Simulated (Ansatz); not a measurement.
# CsPb2Br5: the cost of one run

The runs shown are made with Ansatz 0.2.0. PAW datasets, plane waves, zero pressure. The values are computed, spin-unpolarised, and not measurements.

### Step 1. The cell

It is tetragonal, I4/mcm (No. 140); conventional cell a = 8.537 Å, c = 15.586 Å, 35.50 Å³ an atom. Near Cs stand 10 Br at 3.76–3.90 Å; near Pb stand 4 Br at 2.92–3.18 Å; near Br stand 4 Pb at 3.18 Å and 2 Cs at 3.90 Å; near Br stand 1 Pb at 2.92 Å and 2 Cs at 3.76 Å.

The structure in full:

```
Cs Pb Br
1.0
    -4.26861    4.26861    7.79295
     4.26861   -4.26861    7.79295
     4.26861    4.26861   -7.79295
Cs Pb Br
2 4 10
Direct
  0.75000 0.75000 0.00000
  0.25000 0.25000 0.00000
  0.66742 0.83258 0.50000
  0.33258 0.16742 0.50000
  0.83258 0.33258 0.16516
  0.16742 0.66742 0.83484
  0.50000 0.50000 0.00000
  0.00000 0.00000 0.00000
  0.71988 0.52739 0.50000
  0.28012 0.47261 0.50000
  0.02739 0.21988 0.50000
  0.97261 0.78012 0.50000
  0.52739 0.02739 0.80750
  0.47261 0.97261 0.19250
  0.21988 0.71988 0.19250
  0.78012 0.28012 0.80750
```

### Step 2. PBE: cell and atoms

The input, input.yaml:

```yaml
crystal:
  lattice:
    - [-4.26861276, 4.26861276, 7.79295298]
    - [4.26861276, -4.26861276, 7.79295298]
    - [4.26861276, 4.26861276, -7.79295298]
  atoms:
    - { symbol: Cs, position: [0.75, 0.75, 0.0] }
    - { symbol: Cs, position: [0.25, 0.25, 0.0] }
    - { symbol: Pb, position: [0.66742019, 0.83257981, 0.5] }
    - { symbol: Pb, position: [0.33257981, 0.16742019, 0.5] }
    - { symbol: Pb, position: [0.83257981, 0.33257981, 0.16515962] }
    - { symbol: Pb, position: [0.16742019, 0.66742019, 0.83484038] }
    - { symbol: Br, position: [0.5, 0.5, 0.0] }
    - { symbol: Br, position: [0.0, 0.0, 0.0] }
    - { symbol: Br, position: [0.71988282, 0.52738758, 0.5] }
    - { symbol: Br, position: [0.28011718, 0.47261242, 0.5] }
    - { symbol: Br, position: [0.02738758, 0.21988282, 0.5] }
    - { symbol: Br, position: [0.97261242, 0.78011718, 0.5] }
    - { symbol: Br, position: [0.52738758, 0.02738758, 0.80750476] }
    - { symbol: Br, position: [0.47261242, 0.97261242, 0.19249524] }
    - { symbol: Br, position: [0.21988282, 0.71988282, 0.19249524] }
    - { symbol: Br, position: [0.78011718, 0.28011718, 0.80750476] }
kpoints:
  mp_grid: { grid: [4, 4, 4] }
hamiltonian:
  xc: pbe
scf:
  occupations: { method: fermi_dirac, width: 0.02 }
relax:
  f_tol: 0.005
  cell: {}
output:
  write_density: true
  write_potential: true
  elf: true
  volumetric_format: npy
```

**Question.** How long does this run take on 1 × NVIDIA H100 80GB HBM3 with 2 threads of AMD EPYC 7R13 (Zen 3), shared host, and how much memory does it need?

About 18 s, with a peak of 1.4 GiB on the host.
